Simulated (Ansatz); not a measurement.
# C7H12O2: small, medium and large basis sets

The task here is to estimate one member of a computed series from the others.

Method: one geometry, several basis sets; program: Ansatz 0.2.0, Gaussian basis.

Plan: PBE0-D4/def2-SVP; ωB97M-V/def2-SVP; PBE0-D4/def2-QZVPP; ωB97M-V/def2-QZVPP; the functionals' def2-TZVPP values are taken from earlier runs.

**The geometry**

All runs share one geometry, relaxed beforehand with PBE0-D4 in a triple-zeta def2 set.

SMILES `CC(=O)/C=C(\O)C(C)C`, 21 atoms, charge 0, spin multiplicity 1.

Atoms are counted from 1 here; the program's logs count them from 0.

Bond lengths: C1–C2 1.499 Å, C1–H10 1.090 Å, C1–H11 1.091 Å, C1–H12 1.093 Å, C2–O3 1.246 Å, C2–C4 1.428 Å, C4–C5 1.371 Å, C4–H13 1.080 Å, C5–O6 1.308 Å, C5–C7 1.497 Å, O6–H14 1.025 Å, C7–C8 1.527 Å, C7–C9 1.527 Å, C7–H15 1.094 Å, C8–H16 1.092 Å, C8–H17 1.092 Å, C8–H18 1.091 Å, C9–H19 1.092 Å and more. Angles: C2–C1–H10 112.6°, C2–C1–H11 109.3°, C2–C1–H12 108.7°, H10–C1–H11 110.0°, H10–C1–H12 108.9°, H11–C1–H12 107.2°, C1–C2–O3 118.7°, C1–C2–C4 119.8°, O3–C2–C4 121.4°, C2–C4–C5 119.5°, C2–C4–H13 120.6°, C5–C4–H13 119.9°, C4–C5–O6 121.1°, C4–C5–C7 123.6°, O6–C5–C7 115.2°, C5–O6–H14 104.7°, C5–C7–C8 110.3°, C5–C7–C9 110.3° and more.

As a file:

```
C     2.42781    0.23642   -2.61782
C     1.35517    0.70520   -1.68106
O     0.96116    1.88417   -1.76340
C     0.79703   -0.20123   -0.72884
C    -0.19637    0.22917    0.11207
O    -0.64174    1.45776    0.05942
C    -0.84603   -0.64152    1.14156
C    -2.33840   -0.78105    0.85106
C    -0.60344   -0.07906    2.54007
H     2.81608   -0.74588   -2.35062
H     3.23844    0.96667   -2.63267
H     2.01454    0.19083   -3.62907
H     1.15034   -1.22016   -0.66653
H    -0.09525    1.90106   -0.68606
H    -0.37627   -1.62676    1.06846
H    -2.80394   -1.43592    1.59076
H    -2.51393   -1.20563   -0.13967
H    -2.82951    0.19258    0.89656
H    -1.05885   -0.73015    3.28938
H     0.46360   -0.00055    2.75885
H    -1.04477    0.91468    2.63444
```

Set-up of the first run:

Contents of in.yaml:

```yaml
crystal:
  periodic: [false, false, false]
  atoms:
    - {symbol: C, position_ang: [2.427814, 0.236416, -2.617825]}
    - {symbol: C, position_ang: [1.355171, 0.705197, -1.681059]}
    - {symbol: O, position_ang: [0.961162, 1.884166, -1.763397]}
    - {symbol: C, position_ang: [0.797031, -0.201234, -0.728845]}
    - {symbol: C, position_ang: [-0.196372, 0.229171, 0.112071]}
    - {symbol: O, position_ang: [-0.641735, 1.457756, 0.059424]}
    - {symbol: C, position_ang: [-0.846025, -0.641519, 1.141559]}
    - {symbol: C, position_ang: [-2.338402, -0.781050, 0.851055]}
    - {symbol: C, position_ang: [-0.603438, -0.079065, 2.540075]}
    - {symbol: H, position_ang: [2.816082, -0.745882, -2.350617]}
    - {symbol: H, position_ang: [3.238438, 0.966666, -2.632675]}
    - {symbol: H, position_ang: [2.014540, 0.190832, -3.629069]}
    - {symbol: H, position_ang: [1.150343, -1.220160, -0.666525]}
    - {symbol: H, position_ang: [-0.095248, 1.901057, -0.686059]}
    - {symbol: H, position_ang: [-0.376267, -1.626759, 1.068464]}
    - {symbol: H, position_ang: [-2.803942, -1.435922, 1.590765]}
    - {symbol: H, position_ang: [-2.513927, -1.205629, -0.139672]}
    - {symbol: H, position_ang: [-2.829505, 0.192579, 0.896563]}
    - {symbol: H, position_ang: [-1.058851, -0.730147, 3.289377]}
    - {symbol: H, position_ang: [0.463601, -0.000548, 2.758851]}
    - {symbol: H, position_ang: [-1.044772, 0.914677, 2.634442]}
basis:
  gaussian: {orbitals: def2-SVP}
hamiltonian: {xc: pbe0, dispersion: d4}
output: {orbitals: {seedname: orbitals}}
```

On the command line:

```sh
$ ansatz run in.yaml --threads 4 --pin off --events-out ev --progress --plain --max-ram 41984MiB --backend cpu
```

Steps of the session up to this table: PBE0-D4 in def2-SVP; ωB97M-V in def2-SVP; PBE0-D4 in def2-QZVPP; ωB97M-V in def2-QZVPP.

One table of the session follows, with a row left open; its other results are not shown here.

It belongs to the step «Functionals by basis». 

```
functional       basis  HOMO (eV)
   PBE0-D4    def2-SVP          ?
   PBE0-D4  def2-TZVPP      -6.99
   PBE0-D4  def2-QZVPP      -7.01
   ωB97M-V    def2-SVP      -9.01
   ωB97M-V  def2-TZVPP      -9.13
   ωB97M-V  def2-QZVPP      -9.16
```

Q: Estimate the row for PBE0-D4, def2-SVP from the others.

The run gave: HOMO (eV): -6.89. In the column «HOMO (eV)» it is the highest.
